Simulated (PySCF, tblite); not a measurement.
# C6H11NO: a rotation path, then NMR shifts on frames, part 1 of 2

How do NMR shifts of C6H11NO (`CC(C)=CCC(N)=O`) change as the atoms move?

Computed with tblite 0.8.0 and PySCF 2.14.0, with density-fitted response routines of our own, on a single molecule in the gas phase. Atoms count from 0, in the outputs and in this text.

### Step 1. The starting structure

19 atoms, charge 0, multiplicity 1; geometry from: GFN2-xTB.

Bonds of the start (Å): C0–C1 1.50, C1–C2 1.50, C1–C3 1.33, C3–C4 1.50, C4–C5 1.53, C5–N6 1.35, C5–O7 1.21, C0–H8 1.09, C0–H9 1.09, C0–H10 1.09, C2–H11 1.09, C2–H12 1.09, C2–H13 1.09, C3–H14 1.08, C4–H15 1.09, C4–H16 1.09, N6–H17 1.01, N6–H18 1.01.

### Step 2. A band between two rotamers with GFN2-xTB

The job: settings as JSON, then the geometry in Å.

```
{"job": {"kind": "neb", "xc": "GFN2-xTB", "basis": "xTB", "atoms": [3, 4, 5, 6], "turn": 120}, "charge": 0, "multiplicity": 1}
C     -0.839788    -1.507378    -0.565997
C     -1.047372    -0.105435    -0.071272
C     -2.344767     0.093992     0.657547
C     -0.199695     0.902939    -0.252847
C      1.119006     0.870165    -0.959451
C      2.308717     0.746136    -0.007880
N      2.094302    -0.088402     1.033353
O      3.363062     1.308765    -0.191414
H     -1.592347    -1.747969    -1.317013
H      0.142751    -1.656128    -1.003214
H     -0.963929    -2.214789     0.254216
H     -2.410648    -0.579961     1.511679
H     -2.446979     1.116235     1.011572
H     -3.182935    -0.130244    -0.001719
H     -0.455104     1.869655     0.162069
H      1.261586     1.787772    -1.532178
H      1.182031     0.031802    -1.656083
H      2.818533    -0.208101     1.721157
H      1.183772    -0.479805     1.200012
```

With the program's defaults for keys left out, this is: GFN2-xTB climbing-image nudged elastic band, gas phase.

Launch:

```console
$ OMP_NUM_THREADS=1 python probes_run.py task.json out
```

The driver reads the jobs from task.json and runs them one after another.

The log of the run:

```text
image   E - E0 / eV
  0       0.0000
  1       0.0072
  2       0.0239
  3       0.0454
  4       0.0658
  5       0.0827
  6       0.0949
  7       0.1012
  8       0.0999
```

Wall time 4.1 s (1 thread of Arm Neoverse N1, shared host); peak memory 0.18 GiB.

The final band, with the dihedral C3–C4–C5–N6:

```csv
image,dihedral (°),energy (eV),energy (kcal/mol)
0,39,0.000,0.0
1,56,0.007,0.2
2,71,0.024,0.6
3,85,0.045,1.0
4,99,0.066,1.5
5,113,0.083,1.9
6,128,0.095,2.2
7,142,0.101,2.3
8,157,0.100,2.3
```

### Step 3. NMR shieldings: image 0, PBE0/pcSseg-1

The job: settings as JSON, then the geometry in Å.

```
{"job": {"kind": "nmr", "xc": "PBE0", "basis": "pcSseg-1", "pop": false}, "charge": 0, "multiplicity": 1}
C     -0.839800    -1.507400    -0.566000
C     -1.047400    -0.105400    -0.071300
C     -2.344800     0.094000     0.657500
C     -0.199700     0.902900    -0.252800
C      1.119000     0.870200    -0.959500
C      2.308700     0.746100    -0.007900
N      2.094300    -0.088400     1.033400
O      3.363100     1.308800    -0.191400
H     -1.592300    -1.748000    -1.317000
H      0.142800    -1.656100    -1.003200
H     -0.963900    -2.214800     0.254200
H     -2.410600    -0.580000     1.511700
H     -2.447000     1.116200     1.011600
H     -3.182900    -0.130200    -0.001700
H     -0.455100     1.869700     0.162100
H      1.261600     1.787800    -1.532200
H      1.182000     0.031800    -1.656100
H      2.818500    -0.208100     1.721200
H      1.183800    -0.479800     1.200000
```

With the program's defaults for keys left out, this is: GIAO PBE0/pcSseg-1 NMR shielding, non-relativistic, gas phase.

The log of the run:

```text
coarse grid: 15488 points
cycle   1  E = -364.5590355841  dE =  1.126e+00  |g| = 8.726e-01  |ddm| = 3.839e+00
cycle   2  E = -364.1482740958  dE =  4.108e-01  |g| = 1.692e+00  |ddm| = 2.393e+00
cycle   3  E = -364.7047256110  dE = -5.565e-01  |g| = 2.482e-01  |ddm| = 1.824e+00
cycle   4  E = -364.7177259325  dE = -1.300e-02  |g| = 6.628e-02  |ddm| = 2.443e-01
cycle   5  E = -364.7185502742  dE = -8.243e-04  |g| = 2.199e-02  |ddm| = 5.728e-02
cycle   6  E = -364.7186550563  dE = -1.048e-04  |g| = 5.095e-03  |ddm| = 1.877e-02
cycle   7  E = -364.7186600088  dE = -4.952e-06  |g| = 2.062e-03  |ddm| = 5.180e-03
final grid: 148544 points
cycle   8  E = -364.7746626590  dE = -2.600e-05  |g| = 1.462e-02  |ddm| = 3.435e-02
cycle   9  E = -364.7745674974  dE =  9.516e-05  |g| = 2.654e-02  |ddm| = 3.185e-02
cycle  10  E = -364.7747060482  dE = -1.386e-04  |g| = 2.957e-03  |ddm| = 2.191e-02
cycle  11  E = -364.7747078956  dE = -1.847e-06  |g| = 3.550e-04  |ddm| = 2.434e-03
cycle  12  E = -364.7747079150  dE = -1.944e-08  |g| = 2.318e-04  |ddm| = 5.399e-04
cycle  13  E = -364.7747079279  dE = -1.294e-08  |g| = 4.158e-05  |ddm| = 2.186e-04
cycle  14  E = -364.7747079283  dE = -3.843e-10  |g| = 1.270e-05  |ddm| = 5.882e-05
converged SCF energy = -364.7747079283

GIAO shielding tensors (ppm)
atom      isotropic    diamagn.    paramagn.     s11        s22        s33       span
  0 C      167.531     248.492     -80.961    150.857    166.066    185.670     34.813
  1 C       44.229     262.417    -218.188    -68.760     41.686    159.761    228.522
  2 C      158.005     246.564     -88.558    138.396    147.602    188.018     49.622
  3 C       56.126     257.326    -201.200    -46.567     72.695    142.251    188.818
  4 C      147.000     250.771    -103.771    119.319    147.505    174.174     54.855
  5 C       16.762     245.327    -228.565    -75.293     27.528     98.052    173.345
  6 N      152.080     325.117    -173.036     53.934    168.488    233.818    179.884
  7 O      -89.666     394.535    -484.201   -383.969   -201.788    316.760    700.729
  8 H       29.968      29.400       0.568     26.164     27.280     36.461     10.297
  9 H       29.370      32.201      -2.832     24.760     29.985     33.364      8.603
 10 H       30.240      30.563      -0.323     27.062     28.047     35.610      8.548
 11 H       29.911      29.586       0.326     26.491     28.131     35.111      8.621
 12 H       29.823      30.516      -0.693     25.885     28.797     34.788      8.903
 13 H       29.763      28.554       1.209     26.243     27.664     35.383      9.140
 14 H       25.910      34.855      -8.946     22.627     25.722     29.379      6.752
 15 H       29.009      30.550      -1.540     24.865     28.241     33.921      9.056
 16 H       28.458      31.700      -3.242     25.045     29.418     30.911      5.866
 17 H       27.372      30.461      -3.089     23.103     23.723     35.289     12.185
 18 H       26.366      35.786      -9.420     19.602     28.101     31.394     11.792
```

Wall time 60 s (1 thread of Arm Neoverse N1, shared host); peak memory 1 GiB.

The references, computed at this level on geometries of the same kind, shield at (ppm): 1H TMS 31.72, 13C TMS 186.9, 15N NH3 267.7, 17O H2O 336.1. Their shielding less the atom's gives the shift. The references are single molecules in the gas phase, so shifts against H2O, NH3, PH3, H3PO4 or CFCl3 are not on the usual liquid scales and can be off by tens of ppm. Each atom is listed at this fixed geometry, with no averaging over motion; a spectrum would average atoms that exchange fast.

```csv
atoms,environment,σ (ppm),δ (ppm)
C5,amide carbonyl carbon,16.8,170.2
C1,fully substituted alkene carbon,44.2,142.7
C3,alkene CH,56.1,130.8
C4,sp3 CH2 α to a carbonyl,147.0,39.9
C2,allylic methyl carbon,158.0,28.9
C0,allylic methyl carbon,167.5,19.4
H14,hydrogen on an alkene CH,25.91,5.81
H18,hydrogen on an amide-type nitrogen,26.37,5.35
H17,hydrogen on an amide-type nitrogen,27.37,4.35
H16,hydrogen on an sp3 CH2 α to a carbonyl,28.46,3.26
H15,hydrogen on an sp3 CH2 α to a carbonyl,29.01,2.71
H9,hydrogen on an allylic methyl carbon,29.37,2.35
H13,hydrogen on an allylic methyl carbon,29.76,1.95
H12,hydrogen on an allylic methyl carbon,29.82,1.89
H11,hydrogen on an allylic methyl carbon,29.91,1.81
H8,hydrogen on an allylic methyl carbon,29.97,1.75
H10,hydrogen on an allylic methyl carbon,30.24,1.48
N6,amide-type nitrogen,152.1,115.6
O7,amide-type carbonyl oxygen,-89.7,425.7
```

The fields below are evaluated on a grid from the run's orbitals.

Frontier orbitals at PBE0/pcSseg-1, with the share of their density that lies nearest to each atom:

```csv
orbital,energy (eV),lies on
HOMO,-6.78,"O7 41 %; C1, C3 about 15 % each; C4, C5 about 5 % each"
LUMO,0.17,"C1, C3 about 26 % each; H14 7 %; C5 7 %"
```

ELF in a plane through or near 6 of the atoms.

Ten even steps from ' ' (0.00) to '@' (1.00):
```
                                                        
                                                        
                                                        
                        --####..                        
                      ..%%@@@@**    ==--                
                      ..@@@@@@%%  ::##==..              
        --++++::      ..##@@@@**  ::++====++--          
      ..**%%##++--------++::====::====##@@@@@@==        
      --%%##**##++####**##  --%%++%%**%%@@@@@@**        
      --%%==..%%..==%%++****%%==%%%%**##@@@@@@++        
      ::########--====......==**++++....==++==          
      ..====--====--..      ::##%%++..                  
        ....    ....      ::++++::++--                  
                  ..      ##%%**++%%**..                
                        ::##**++##%%**..                
                          --::..==**==                  
                                  ..                    
                                                        
                                                        
                                                        
```
The map spans 12.4 Å across and 9.1 Å up, centred on the molecule. Atoms in the plane (x, y in Å): C1 (1.0, 0.2), C3 (0.0, 0.9), C5 (-2.4, 0.1), O7 (-3.6, 0.4), H13 (3.1, 0.7), H14 (0.0, 1.9).

On the surface of density 0.002 e/bohr³ the electrostatic potential runs, from the 1st to the 99th percentile, from -2.12 V near O7 to 1.72 V near H17.

### Step 4. Shielding tensors: image 3, PBE0/pcSseg-1

The job: settings as JSON, then the geometry in Å.

```
{"job": {"kind": "nmr", "xc": "PBE0", "basis": "pcSseg-1", "pop": false}, "charge": 0, "multiplicity": 1}
C     -0.873900    -1.498700    -0.373300
C     -1.110800    -0.053700    -0.044100
C     -2.463400     0.219400     0.547600
C     -0.248100     0.932600    -0.261300
C      1.108000     0.833600    -0.896200
C      2.206400     0.859700     0.163100
N      2.476200    -0.353800     0.702200
O      2.805400     1.858900     0.484500
H     -1.584000    -1.827200    -1.132300
H      0.128900    -1.686500    -0.745900
H     -1.034100    -2.111200     0.514100
H     -2.596900    -0.336900     1.475000
H     -2.595400     1.277600     0.755000
H     -3.245600    -0.098500    -0.142000
H     -0.523700     1.935400     0.034000
H      1.259500     1.702600    -1.538700
H      1.206200    -0.072100    -1.494900
H      3.173000    -0.414700     1.426000
H      1.902500    -1.157200     0.519900
```

Method: GIAO PBE0/pcSseg-1 NMR shielding, non-relativistic, gas phase.

The log of the run:

```text
coarse grid: 15488 points
cycle   1  E = -364.5532698728  dE =  1.123e+00  |g| = 8.769e-01  |ddm| = 3.826e+00
cycle   2  E = -364.1251529276  dE =  4.281e-01  |g| = 1.716e+00  |ddm| = 2.330e+00
cycle   3  E = -364.7020796669  dE = -5.769e-01  |g| = 2.457e-01  |ddm| = 1.770e+00
cycle   4  E = -364.7148070439  dE = -1.273e-02  |g| = 6.713e-02  |ddm| = 2.378e-01
cycle   5  E = -364.7156799293  dE = -8.729e-04  |g| = 1.920e-02  |ddm| = 5.373e-02
cycle   6  E = -364.7157571679  dE = -7.724e-05  |g| = 4.992e-03  |ddm| = 1.600e-02
cycle   7  E = -364.7157622898  dE = -5.122e-06  |g| = 1.233e-03  |ddm| = 4.447e-03
final grid: 148544 points
cycle   8  E = -364.7719512084  dE = -3.402e-05  |g| = 1.423e-02  |ddm| = 3.643e-02
cycle   9  E = -364.7718661537  dE =  8.505e-05  |g| = 2.548e-02  |ddm| = 2.912e-02
cycle  10  E = -364.7719918603  dE = -1.257e-04  |g| = 3.139e-03  |ddm| = 1.994e-02
cycle  11  E = -364.7719939758  dE = -2.115e-06  |g| = 2.452e-04  |ddm| = 2.624e-03
cycle  12  E = -364.7719939830  dE = -7.273e-09  |g| = 1.896e-04  |ddm| = 4.777e-04
cycle  13  E = -364.7719939915  dE = -8.502e-09  |g| = 4.868e-05  |ddm| = 1.846e-04
cycle  14  E = -364.7719939921  dE = -5.424e-10  |g| = 1.214e-05  |ddm| = 5.546e-05
converged SCF energy = -364.7719939921

GIAO shielding tensors (ppm)
atom      isotropic    diamagn.    paramagn.     s11        s22        s33       span
  0 C      167.051     249.495     -82.444    151.246    164.410    185.498     34.252
  1 C       46.217     261.880    -215.663    -65.818     45.574    158.896    224.714
  2 C      158.309     246.417     -88.108    139.308    147.592    188.027     48.720
  3 C       58.807     256.104    -197.298    -40.894     78.251    139.063    179.957
  4 C      145.910     250.872    -104.962    125.415    138.360    173.956     48.541
  5 C       15.549     247.014    -231.465    -77.134     28.966     94.817    171.951
  6 N      154.208     323.840    -169.632     67.093    152.548    242.982    175.889
  7 O      -97.565     397.060    -494.625   -387.728   -204.084    299.117    686.845
  8 H       29.998      29.801       0.197     26.138     27.598     36.260     10.122
  9 H       29.640      33.386      -3.746     25.180     30.021     33.719      8.539
 10 H       30.133      31.025      -0.892     26.775     28.118     35.506      8.731
 11 H       29.868      29.426       0.442     26.359     28.016     35.229      8.870
 12 H       29.812      30.354      -0.542     25.756     28.836     34.843      9.088
 13 H       29.884      28.519       1.365     26.321     27.910     35.420      9.099
 14 H       25.835      34.600      -8.765     22.384     25.497     29.624      7.240
 15 H       28.985      30.669      -1.684     25.667     27.513     33.775      8.108
 16 H       28.652      32.868      -4.216     26.759     28.887     30.312      3.553
 17 H       27.479      30.233      -2.754     23.193     23.517     35.727     12.534
 18 H       26.974      35.189      -8.215     21.457     28.167     31.300      9.843
```

Run time: 48 s. Hardware: 1 thread of Arm Neoverse N1, shared host; peak memory 0.87 GiB.

Key values: δ C5 171.4, C1 140.7, C3 128.1, C4 41.0, H14 5.88, H18 4.74 ppm.

(Continued in part 2 of 2.)
